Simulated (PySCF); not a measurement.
# GaF (SMILES [F][Ga]) at M06-L/def2-TZVPPD

What is the vertical ionisation energy of GaF at M06-L/def2-TZVPPD? 

The calculation is run with PySCF 2.14.0.

3 further runs of the same task are left out: 3 set aside as unsound or not needed.

**1. The system as given**

The species is GaF (2 atoms), meant as a singlet with charge 0. As SMILES, `[F][Ga]`. The coordinates come from a PBE0-D4/def2-TZVP relaxation.

Bond lengths: F1–Ga2 1.787 Å.

**2. A single-point energy at M06-L/def2-TZVPPD**

Input file calc.py:

```python
from pyscf import gto, dft

mol = gto.M(
    atom=[
    ('F', (0.000000, -0.000000, 0.006300)),
    ('Ga', (-0.000000, 0.000000, 1.792850)),
],
    max_memory=1860,
    basis='def2-tzvppd',
    verbose=4,
)

mf = dft.RKS(mol, xc='m06-l')
mf.conv_tol = 1e-10
mf.grids.level = 5
mf.kernel()
if not mf.converged:
    mf = mf.newton().run(mf.mo_coeff, mf.mo_occ)

etot = mf.e_tot
print('E(%s) = %.9f' % ('M06-L', etot))
```

Started as:

```sh
$ OMP_NUM_THREADS=1 python calc.py
```

Standard output:

```text
PySCF version 2.14.0

[INPUT] num. atoms = 2
[INPUT] num. electrons = 40
[INPUT] charge = 0
[INPUT] spin (= nelec alpha-beta = 2S) = 0
[INPUT] symmetry False subgroup None
[INPUT] Mole.unit = angstrom
[INPUT] Symbol           X                Y                Z      unit          X                Y                Z       unit  Magmom
[INPUT]  1 F      0.000000000000   0.000000000000   0.006300000000 AA    0.000000000000   0.000000000000   0.011905274585 Bohr   0.0
[INPUT]  2 Ga     0.000000000000   0.000000000000   1.792850000000 AA    0.000000000000   0.000000000000   3.387995482426 Bohr   0.0

nuclear repulsion = 82.6399719272789
number of shells = 32
number of NR pGTOs = 161
number of NR cGTOs = 94
basis = def2-tzvppd
ecp = {}

******** <class 'pyscf.dft.rks.RKS'> ********
method = RKS
initial guess = minao
damping factor = 0
level_shift factor = 0
DIIS = <class 'pyscf.scf.diis.CDIIS'>
diis_start_cycle = 1
diis_space = 8
diis_damp = 0
SCF conv_tol = 1e-10
SCF conv_tol_grad = None
SCF max_cycles = 50
direct_scf = True
direct_scf_tol = 1e-13
XC library pyscf.dft.libxc version 7.0.0
    S. Lehtola, C. Steigemann, M. J.T. Oliveira, and M. A.L. Marques.,  SoftwareX 7, 1–5 (2018)
XC functionals = m06-l
    Y. Zhao and D. G. Truhlar.,  Theor. Chem. Acc. 120, 215 (2008)
radial grids:
    Treutler-Ahlrichs [JCP 102, 346 (1995); DOI:10.1063/1.469408] (M4) radial grids

becke partition: Becke, JCP 88, 2547 (1988); DOI:10.1063/1.454033
pruning grids: <function nwchem_prune>
grids dens level: 5
symmetrized grids: False
atomic radii adjust function: <function treutler_atomic_radii_adjust>
small_rho_cutoff = 0
Set gradient conv threshold to 1e-05
Initial guess from minao.
tot grids = 89160
init E= -2024.15763956931
  HOMO = -0.255630287315604  LUMO = -0.0636555572757679  gap/eV = 5.22390
cycle= 1 E= -2024.60316427726  delta_E= -0.446  |g|= 0.946  |ddm|= 1.26
  HOMO = -0.152392976348922  LUMO = -0.0516600015534926  gap/eV = 2.74108
cycle= 2 E= -2021.67418685682  delta_E= 2.93  |g|= 3.91  |ddm|=  2.1
  HOMO = -0.256884008673104  LUMO = -0.0701918594644413  gap/eV = 5.08015
cycle= 3 E= -2024.70510466749  delta_E= -3.03  |g|= 0.478  |ddm|= 1.79
  HOMO = -0.242430441802853  LUMO = -0.0662359791968703  gap/eV = 4.79450
cycle= 4 E= -2024.72016092177  delta_E= -0.0151  |g|= 0.26  |ddm|= 0.384
  HOMO = -0.251362228273941  LUMO = -0.0698259868105129  gap/eV = 4.93985
cycle= 5 E= -2024.72807068189  delta_E= -0.00791  |g|= 0.0505  |ddm|= 0.107
  HOMO = -0.249467498323824  LUMO = -0.0671443591795606  gap/eV = 4.96127
cycle= 6 E= -2024.72862599714  delta_E= -0.000555  |g|= 0.00813  |ddm|= 0.0426
  HOMO = -0.249967548267968  LUMO = -0.0669524144248202  gap/eV = 4.98010
cycle= 7 E= -2024.72863869629  delta_E= -1.27e-05  |g|= 0.00149  |ddm|= 0.0109
  HOMO = -0.250049662549557  LUMO = -0.0669618873895908  gap/eV = 4.98207
cycle= 8 E= -2024.72863939  delta_E= -6.94e-07  |g|= 0.000594  |ddm|= 0.00468
  HOMO = -0.249969868828416  LUMO = -0.0668740710599092  gap/eV = 4.98229
cycle= 9 E= -2024.72863946624  delta_E= -7.62e-08  |g|= 0.000138  |ddm|= 0.00141
  HOMO = -0.249947728327726  LUMO = -0.0668486737701776  gap/eV = 4.98238
cycle= 10 E= -2024.72863947008  delta_E= -3.85e-09  |g|= 1.73e-05  |ddm|= 0.000358
  HOMO = -0.249948610360235  LUMO = -0.0668488229594855  gap/eV = 4.98240
cycle= 11 E= -2024.72863947015  delta_E= -6.28e-11  |g|= 2.45e-06  |ddm|= 4.13e-05
  HOMO = -0.249948060964449  LUMO = -0.0668484342600576  gap/eV = 4.98239
Extra cycle  E= -2024.72863947014  delta_E= 1.36e-12  |g|= 4.01e-06  |ddm|= 6.96e-06
converged SCF energy = -2024.72863947014
E(M06-L) = -2024.728639470
```

It took 15 s on 1 thread of Arm Neoverse V1, shared host; peak memory 0.48 GiB.

**3. The doublet cation, same level**

Input file geometry.xyz:

```xyz
2
FGa
F      0.000000     0.000000     0.006300
Ga     0.000000     0.000000     1.792850
```

Input file job.py:

```python
from pyscf import gto, dft

mol = gto.M(
    atom='geometry.xyz',
    charge=1,
    basis='def2-tzvppd',
    spin=1,
    verbose=4,
    max_memory=1860,
)

mf = dft.UKS(mol)
mf.xc = 'm06-l'
mf.conv_tol = 1e-10
mf.grids.level = 5
mf.kernel()
if not mf.converged:
    mf = mf.newton().run(mf.mo_coeff, mf.mo_occ)

e_tot = mf.e_tot
print('E(%s) = %.9f' % ('M06-L', e_tot))
```

Started as:

```sh
$ OMP_NUM_THREADS=1 python job.py
```

Standard output:

```text
PySCF version 2.14.0

[INPUT] num. atoms = 2
[INPUT] num. electrons = 39
[INPUT] charge = 1
[INPUT] spin (= nelec alpha-beta = 2S) = 1
[INPUT] symmetry False subgroup None
[INPUT] Mole.unit = angstrom
[INPUT] Symbol           X                Y                Z      unit          X                Y                Z       unit  Magmom
[INPUT]  1 F      0.000000000000   0.000000000000   0.006300000000 AA    0.000000000000   0.000000000000   0.011905274585 Bohr   0.0
[INPUT]  2 Ga     0.000000000000   0.000000000000   1.792850000000 AA    0.000000000000   0.000000000000   3.387995482426 Bohr   0.0

nuclear repulsion = 82.6399719272789
number of shells = 32
number of NR pGTOs = 161
number of NR cGTOs = 94
basis = def2-tzvppd
ecp = {}

******** <class 'pyscf.dft.uks.UKS'> ********
method = UKS
initial guess = minao
damping factor = 0
level_shift factor = 0
DIIS = <class 'pyscf.scf.diis.CDIIS'>
diis_start_cycle = 1
diis_space = 8
diis_damp = 0
SCF conv_tol = 1e-10
SCF conv_tol_grad = None
SCF max_cycles = 50
direct_scf = True
direct_scf_tol = 1e-13
number electrons alpha = 20  beta = 19
XC library pyscf.dft.libxc version 7.0.0
    S. Lehtola, C. Steigemann, M. J.T. Oliveira, and M. A.L. Marques.,  SoftwareX 7, 1–5 (2018)
XC functionals = m06-l
    Y. Zhao and D. G. Truhlar.,  Theor. Chem. Acc. 120, 215 (2008)
radial grids:
    Treutler-Ahlrichs [JCP 102, 346 (1995); DOI:10.1063/1.469408] (M4) radial grids

becke partition: Becke, JCP 88, 2547 (1988); DOI:10.1063/1.454033
pruning grids: <function nwchem_prune>
grids dens level: 5
symmetrized grids: False
atomic radii adjust function: <function treutler_atomic_radii_adjust>
small_rho_cutoff = 0
Set gradient conv threshold to 1e-05
tot grids = 89160
init E= -2024.15763956931
[... the frontier-level lines of each cycle are left out ...]


cycle= 1 E= -2024.16437171513  delta_E= -0.00673  |g|= 0.725  |ddm|=  1.1



cycle= 2 E= -2019.34815177548  delta_E= 4.82  |g|= 3.14  |ddm|= 2.34
cycle= 3 E= -2024.2989111505  delta_E= -4.95  |g|= 0.44  |ddm|= 1.99
cycle= 4 E= -2024.31229156103  delta_E= -0.0134  |g|= 0.317  |ddm|= 0.427
cycle= 5 E= -2024.34296962201  delta_E= -0.0307  |g|= 0.0777  |ddm|= 0.138
cycle= 6 E= -2024.34560719028  delta_E= -0.00264  |g|= 0.00887  |ddm|= 0.0734
cycle= 7 E= -2024.3456617301  delta_E= -5.45e-05  |g|= 0.00276  |ddm|= 0.0281
cycle= 8 E= -2024.34566522875  delta_E= -3.5e-06  |g|= 0.00165  |ddm|= 0.00537
cycle= 9 E= -2024.34566651357  delta_E= -1.28e-06  |g|= 0.0002  |ddm|= 0.00178
cycle= 10 E= -2024.34566654951  delta_E= -3.59e-08  |g|= 8.94e-05  |ddm|= 0.000556
cycle= 11 E= -2024.34566655382  delta_E= -4.31e-09  |g|= 1.94e-05  |ddm|= 0.000259
cycle= 12 E= -2024.34566655398  delta_E= -1.64e-10  |g|= 2.6e-06  |ddm|= 2.2e-05
cycle= 13 E= -2024.34566655398  delta_E= -4.55e-13  |g|= 3.45e-07  |ddm|= 4.29e-06
Extra cycle  E= -2024.34566655398  delta_E= -9.09e-13  |g|= 8.13e-07  |ddm|= 1.01e-06
converged SCF energy = -2024.34566655398  <S^2> = 0.75434962  2S+1 = 2.0043449
E(M06-L) = -2024.345666554
```

Wall time 35 s (1 thread of Arm Neoverse V1, shared host); peak memory 0.5 GiB.

**4. What came out**

Level: M06-L/def2-TZVPPD.

| quantity | value |
| --- | --- |
| singlet GaF: total energy | -2024.72864 Eh |
| singlet GaF: dipole moment | 2.20 D |
| singlet GaF: HOMO energy | -6.80 eV |
| singlet GaF: LUMO energy | -1.82 eV |
| singlet GaF: HOMO–LUMO gap | 4.98 eV |
| doublet cation: total energy | -2024.34567 Eh |
| doublet cation: HOMO energy (highest over α and β) | -15.43 eV |
| doublet cation: LUMO energy (lowest over α and β) | -13.91 eV |
| doublet cation: ⟨S²⟩ | 0.754 |
| vertical ionisation energy (to the doublet cation) | 10.421 eV |

What this shows: The vertical ionisation energy comes to 10.42 eV (240 kcal/mol). The negative HOMO energy of the first species, 6.80 eV, lies 3.62 eV below that difference.
